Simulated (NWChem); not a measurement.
# CH2BrF (bromofluoromethane): levels of theory compared

Wanted: a comparison of 5 runs (HF/def2-SVP, TPSS/STO-3G, BP86/def2-SVP, PBE0/def2-SVP, MP2/pcseg-1) of CH2BrF (bromofluoromethane). 

The calculation is run with NWChem 7.3.0.

### 1 The structure to begin with

CH2BrF has 5 atoms, charge 0, and is taken as a singlet. SMILES: `FCBr`. Geometry: relaxed at PBE0-D4/def2-TZVP.

Bond lengths: F1–C2 1.352 Å, C2–Br3 1.935 Å, C2–H4 1.088 Å, C2–H5 1.088 Å. Angles: F1–C2–Br3 110.7°, F1–C2–H4 109.8°, F1–C2–H5 109.8°, Br3–C2–H4 106.9°, Br3–C2–H5 106.9°, H4–C2–H5 112.8°.

### 2 Energy and gradient at HF/def2-SVP (run 1)

run.py

```python
from ase import Atoms
from ase.calculators.nwchem import NWChem

atoms = Atoms(['F', 'C', 'Br', 'H', 'H'], positions=[
    [0.686900, 1.170700, 0.163000],
    [0.150000, -0.066700, 0.076600],
    [-1.544900, -0.012500, -0.855200],
    [0.807700, -0.713600, -0.500400],
    [-0.049700, -0.451500, 1.074600],
])

calc = NWChem(
    label='struct',
    theory='scf',
    memory='2200 mb',
    basis='def2-SVP',
    basispar='spherical bse',
    scf={'nopen': '0', 'rhf': None, 'thresh': '1e-08', 'maxiter': '80'},
)
atoms.calc = calc

forces = atoms.get_forces()
e = atoms.get_potential_energy()
print(f"E = {e:.6f} eV")
print("forces (eV/A):")
for s, f in zip(atoms.symbols, forces):
    print(f"{s:2s} {f[0]:10.5f} {f[1]:10.5f} {f[2]:10.5f}")
print("dipole (e A):", atoms.get_dipole_moment().round(4))
```

Started as:

```
export ASE_NWCHEM_COMMAND="nwchem PREFIX.nwi > PREFIX.nwo"
python run.py
```

Output:

```text
E = -73754.962857 eV
forces (eV/A):
F    -0.35173   -0.77832   -0.06217
C     0.25963    0.54775    0.04973
Br    0.06623    0.04165    0.02931
H    -0.07729    0.12228    0.15761
H     0.10315    0.06664   -0.17453
dipole (e A): [ 0.1672 -0.3695  0.1525]
```

The calculator wrote struct.nwi:

```
title "struct"

permanent_dir struct

scratch_dir struct

start struct

geometry units angstrom nocenter noautosym noautoz
  F  6.8689999999999996e-01 1.1707000000000001e+00 1.6300000000000001e-01
  C  1.4999999999999999e-01 -6.6699999999999995e-02 7.6600000000000001e-02
  Br -1.5448999999999999e+00 -1.2500000000000001e-02 -8.5519999999999996e-01
  H  8.0769999999999997e-01 -7.1360000000000001e-01 -5.0039999999999996e-01
  H  -4.9700000000000001e-02 -4.5150000000000001e-01 1.0746000000000000e+00
end

memory 2200 mb

basis spherical bse noprint
   * library def2-SVP
end

scf
  nopen 0
  rhf
  thresh 1e-08
  maxiter 80
end

task scf gradient
```

struct.nwo:

```text
Northwest Computational Chemistry Package (NWChem) 7.3.0
             --------------------------------------------------------

           Job information
           ---------------

    nwchem branch   = 7.3.0
    use scalapack   = T
    input           = struct.nwi
    prefix          = struct.
    data base       = struct/struct.db
    status          = startup
    nproc           =        1

           Memory information
           ------------------

    heap     =     72089594 doubles =      550.0 Mbytes
    stack    =     72089599 doubles =      550.0 Mbytes
    global   =    144179200 doubles =     1100.0 Mbytes (distinct from heap & stack)
    total    =    288358393 doubles =     2200.0 Mbytes
    verify   = yes
    hardfail = no

[... 129 lines left out ...]
 Convergence threshold     :          1.000E-08
[... 12 lines left out ...]
       Final RHF  results
[... 3 lines left out ...]
      One-electron energy =  -4103.774339476874
[... 1 line left out ...]
 Nuclear repulsion energy =    165.599962110767
[... 44 lines left out ...]
                       ROHF Final Molecular Orbital Analysis
[... 211 lines left out ...]
    atom               coordinates                        gradient
                 x          y          z           x          y          z
   1 F       1.298053   2.212302   0.308025    0.006840   0.015136   0.001209
   2 C       0.283459  -0.126045   0.144753   -0.005049  -0.010652  -0.000967
   3 Br     -2.919438  -0.023622  -1.616094   -0.001288  -0.000810  -0.000570
   4 H       1.526332  -1.348508  -0.945619    0.001503  -0.002378  -0.003065
   5 H      -0.093919  -0.853211   2.030700   -0.002006  -0.001296   0.003394

                 ----------------------------------------
                 |  Time  |  1-e(secs)   |  2-e(secs)   |
                 ----------------------------------------
                 |  CPU   |       0.01   |       6.45   |
                 ----------------------------------------
                 |  WALL  |       0.01   |       6.45   |
                 ----------------------------------------

 Task  times  cpu:       21.7s     wall:       21.7s
 Total times  cpu:       21.8s     wall:       21.8s
```

It took 24 s on 1 thread of AMD EPYC 7R43 (Zen 3), shared host; peak memory 0.092 GiB.

### 3 Energy and forces at TPSS/STO-3G (run 2)

sp.nw

```
start sp
memory total 2200 mb
charge 0
geometry noautosym nocenter noautoz
F        0.686900       1.170700       0.163000
C        0.150000      -0.066700       0.076600
Br      -1.544900      -0.012500      -0.855200
H        0.807700      -0.713600      -0.500400
H       -0.049700      -0.451500       1.074600
end
basis spherical bse
* library STO-3G
end
dft
xc xtpss03 ctpss03
grid xfine
convergence energy 1e-08
iterations 100
mulliken
end
task dft gradient
```

Started as:

```
nwchem sp.nw > sp.out
```

Output:

```text
[...]
          Wavefunction type:  closed shell.
          No. of atoms     :     5
          No. of electrons :    52
[...]
          Charge           :     0
          Spin multiplicity:     1
[...]
          AO basis - number of functions:    30
[...]
              XC Information
              --------------
                  TPSS metaGGA Exchange Functional  1.000
             TPSS03 metaGGA Correlation Functional  1.000
[...]
 d= 0,ls=0.0,diis     1  -2683.0170010707 -2.85D+03  7.75D-02  7.92D-01     2.1
[...]
 d= 0,ls=0.0,diis     8  -2683.1694999686  1.14D-11  1.42D-06  5.86D-10    11.3
         Total DFT energy =    -2683.169499968584
      One electron energy =    -4082.330293190686
           Coulomb energy =     1342.183347147190
    Exchange-Corr. energy =     -108.622516035856
 Nuclear repulsion energy =      165.599962110767
[...]
      Total Density - Mulliken Population Analysis
     ---------------------------------------------
    Atom       Charge   Shell Charges
 -----------   ------   -------------------------------------------------------
    1 F    9     9.06   2.00  1.95  5.11
    2 C    6     6.07   1.99  1.24  2.84
    3 Br  35    35.05   2.00  2.00  6.00  2.00  5.98  1.96  5.11 10.00
    4 H    1     0.91   0.91
    5 H    1     0.91   0.91
[...]
  wavefunction    = closed shell
                         DFT ENERGY GRADIENTS
    atom               coordinates                        gradient
                 x          y          z           x          y          z
   1 F       1.298053   2.212302   0.308025   -0.025541  -0.047647  -0.005974
   2 C       0.283459  -0.126045   0.144753    0.012483   0.002715   0.006354
   3 Br     -2.919438  -0.023622  -1.616094    0.026303   0.004185   0.013620
   4 H       1.526332  -1.348508  -0.945619   -0.015514   0.023087   0.009327
   5 H      -0.093919  -0.853211   2.030700    0.002269   0.017661  -0.023328
[...]
```

It took 16 s on 1 thread of AMD EPYC 7R43 (Zen 3), shared host; peak memory 0.12 GiB.

Runs 3 to 4 aren't shown in full; the table further down has their settings and results.

### 4 Energy and gradient at MP2/pcseg-1 (run 5)

nw.nw

```
start nw
title "CH2BrF"
memory 2200 mb
charge 0

geometry units angstroms noautosym nocenter noautoz
F      0.686900     1.170700     0.163000
C      0.150000    -0.066700     0.076600
Br    -1.544900    -0.012500    -0.855200
H      0.807700    -0.713600    -0.500400
H     -0.049700    -0.451500     1.074600
end

basis spherical bse
* library pcseg-1
end

scf
singlet
rhf
thresh 1e-08
maxiter 80
end

mp2
freeze core 11
tight
end

task mp2 gradient
```

Started as:

```
nwchem nw.nw > nw.out
```

Output:

```text
[...]
  functions       =    65
[...]
  wavefunction    = RHF
[...]
         Total SCF energy =  -2710.497952000080
      One-electron energy =  -4103.556026310024
      Two-electron energy =   1227.458112199177
 Nuclear repulsion energy =    165.599962110767
        Time for solution =     22.1s
[...]
          Total MP2 energy         -2710.943715186220
[...]
                         mp2 ENERGY GRADIENTS
    atom               coordinates                        gradient
                 x          y          z           x          y          z
   1 F       1.298053   2.212302   0.308025   -0.005574  -0.012069  -0.001024
   2 C       0.283459  -0.126045   0.144753    0.000830   0.012608  -0.001637
   3 Br     -2.919438  -0.023622  -1.616094    0.005761  -0.000284   0.003180
   4 H       1.526332  -1.348508  -0.945619   -0.000536  -0.000123  -0.000215
   5 H      -0.093919  -0.853211   2.030700   -0.000481  -0.000131  -0.000305
[...]
```

Run time: 61 s. Hardware: 1 thread of AMD EPYC 7R43 (Zen 3), shared host; peak memory 0.16 GiB.

### 5 Overview of the runs

```csv
run,level,iteration cap,module,energy (Eh),dipole moment (D),HOMO energy (eV),LUMO energy (eV),wall time
1,HF/def2-SVP,80,scf,-2710.444914,2.08,-11.30,3.99,24 s
2,TPSS/STO-3G,100,dft,-2683.169500,1.49,-3.71,3.37,16 s
3,BP86/def2-SVP,100,dft,-2713.146337,1.68,–,–,32 s
4,PBE0/def2-SVP,100,dft,-2712.433783,1.79,-8.13,0.15,28 s
5,MP2/pcseg-1,80,mp2,-2710.943715,1.95,-11.40,3.53,61 s
```

### 6 Summary of results

| quantity | value |
| --- | --- |
| run 5: total energy | -2710.94372 Eh |
| run 5: dipole moment (of the density that the program reports) | 1.95 D |
| run 5: HOMO energy (Hartree–Fock orbitals) | -11.40 eV |
| run 5: LUMO energy (Hartree–Fock orbitals) | 3.53 eV |
| run 5: HOMO–LUMO gap (Hartree–Fock orbitals) | 14.94 eV |
| run 5: correlation energy (11 core orbitals frozen) | -445.8 mEh |
| run 5: largest force on an atom | 0.686 eV/Å |

What this shows: The dipole moment (its size) runs from 1.49 D (TPSS/STO-3G) to 2.08 D (HF/def2-SVP). The two ends differ in method and basis. Over runs 1, 2, 4 the HOMO–LUMO gap runs from 7.08 eV (TPSS/STO-3G) to 15.28 eV (HF/def2-SVP). Totals of different functionals can't be ranked against each other. In run 2 the basis is minimal, so the values are rough. All runs together took 2.7 min, the longest 61 s.
